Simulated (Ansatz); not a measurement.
**C2H2Se: single points off equilibrium**

Aim: energy, forces and dipole at a structure displaced at random from a GFN2-xTB minimum, from CCSD(T) and from density functionals.

Computed with Ansatz 0.2.0, Gaussian basis. Level: single points in def2-TZVPP.

Cores are frozen in the correlated methods. Filled d shells of the heavier atoms are correlated. B3LYP uses VWN-RPA correlation.

## (1) The starting structure

SMILES `C=C=[Se]`, 5 atoms, charge 0, spin multiplicity 1.

Atoms are counted from 1 here; the program's logs count them from 0.

Bond lengths: C1–C2 1.322 Å, C1–H4 1.100 Å, C1–H5 1.131 Å, C2–Se3 1.693 Å. Angles: C2–C1–H4 125.8°, C2–C1–H5 118.2°, H4–C1–H5 115.8°, C1–C2–Se3 177.3°.

Coordinates:

```mol
C2H2Se
  3D, bonds by distance, orders not assigned

  5  4  0  0  0  0  0  0  0  0999 V2000
    0.4406   -0.4042   -0.1767 C   0  0
   -0.4792    0.4576    0.2209 C   0  0
   -1.6471    1.6009    0.6632 Se  0  0
    1.3408   -0.1618   -0.7610 H   0  0
    0.3456   -1.4805    0.1574 H   0  0
  1  2  8  0
  1  4  8  0
  1  5  8  0
  2  3  8  0
M  END
```

## (2) CCSD(T)/def2-TZVPP

Contents of run/in.yaml:

```yaml
crystal:
  periodic: [false, false, false]
  atoms:
    - {symbol: C, position_ang: [0.440600, -0.404200, -0.176700]}
    - {symbol: C, position_ang: [-0.479200, 0.457600, 0.220900]}
    - {symbol: Se, position_ang: [-1.647100, 1.600900, 0.663200]}
    - {symbol: H, position_ang: [1.340800, -0.161800, -0.761000]}
    - {symbol: H, position_ang: [0.345600, -1.480500, 0.157400]}
basis:
  gaussian: {orbitals: def2-TZVPP}
correlation: {method: ccsd_t}
output: {forces: true}
```

The command line of these runs was not kept.

## (3) PBE0-D4/def2-TZVPP

Edit run/in.yaml of step 2 so:

```diff
@@ -10,3 +10,3 @@
   gaussian: {orbitals: def2-TZVPP}
-correlation: {method: ccsd_t}
-output: {forces: true}
+hamiltonian: {xc: pbe0, dispersion: d4}
+output: {forces: true, orbitals: {seedname: orbitals}}
```

## (4) wB97M-V/def2-TZVPP

Edit run/in.yaml of step 3 so:

```diff
@@ -10,3 +10,3 @@
   gaussian: {orbitals: def2-TZVPP}
-hamiltonian: {xc: pbe0, dispersion: d4}
-output: {forces: true, orbitals: {seedname: orbitals}}
+hamiltonian: {xc: {name: wB97M-V}}
+output: {forces: true}
```

## (5) r2SCAN-D4/def2-TZVPP

Edit run/in.yaml of step 4 so:

```diff
@@ -10,3 +10,3 @@
   gaussian: {orbitals: def2-TZVPP}
-hamiltonian: {xc: {name: wB97M-V}}
+hamiltonian: {xc: r2scan, dispersion: d4}
 output: {forces: true}
```

## (6) PBE-D4/def2-TZVPP

Edit run/in.yaml of step 5 so:

```diff
@@ -10,3 +10,3 @@
   gaussian: {orbitals: def2-TZVPP}
-hamiltonian: {xc: r2scan, dispersion: d4}
+hamiltonian: {xc: pbe, dispersion: d4}
 output: {forces: true}
```

## (7) wB97X-V/def2-TZVPP

Edit run/in.yaml of step 6 so:

```diff
@@ -10,3 +10,3 @@
   gaussian: {orbitals: def2-TZVPP}
-hamiltonian: {xc: pbe, dispersion: d4}
+hamiltonian: {xc: {name: wB97X-V}}
 output: {forces: true}
```

## (8) B3LYP-D4/def2-TZVPP

Edit run/in.yaml of step 7 so:

```diff
@@ -10,3 +10,3 @@
   gaussian: {orbitals: def2-TZVPP}
-hamiltonian: {xc: {name: wB97X-V}}
+hamiltonian: {xc: {name: B3LYP}, dispersion: d4}
 output: {forces: true}
```

(Steps that only read results are left out.)

Before running it: what results should come out? Wanted: energy less free atoms, CCSD(T)/def2-TZVPP; RMS force component; RMS force error; HOMO and LUMO, PBE0-D4; T1 diagnostic.

As calculated:

| quantity | value |
| --- | --- |
| energy less free atoms, CCSD(T)/def2-TZVPP | -1855.3 kJ/mol |
| RMS force component | 0.563 to 0.669 eV/Å over the methods |
| RMS force error | PBE0-D4 0.311, wB97M-V 0.308, r2SCAN-D4 0.266, PBE-D4 0.217, wB97X-V 0.283, B3LYP-D4 0.285 eV/Å |
| HOMO and LUMO, PBE0-D4 | -6.44 and -2.43 eV |
| T1 diagnostic | 0.016 |

**Reading.** Against CCSD(T) the functionals' energies less atoms differ by -152.5 to -42.0 kJ/mol, PBE-D4 by -152.5 kJ/mol. CCSD(T) in triple zeta still lacks some correlation energy of the bonds, so part of these gaps is its own basis error and they don't rank the functionals. The forces of PBE-D4 come nearest to CCSD(T), those of PBE0-D4 are farthest. Frozen-core CCSD(T) forces in triple zeta carry basis errors of their own, and this is one geometry, so small gaps rank nothing. The restricted Hartree–Fock reference is unstable towards an unrestricted one at one or more of these structures.
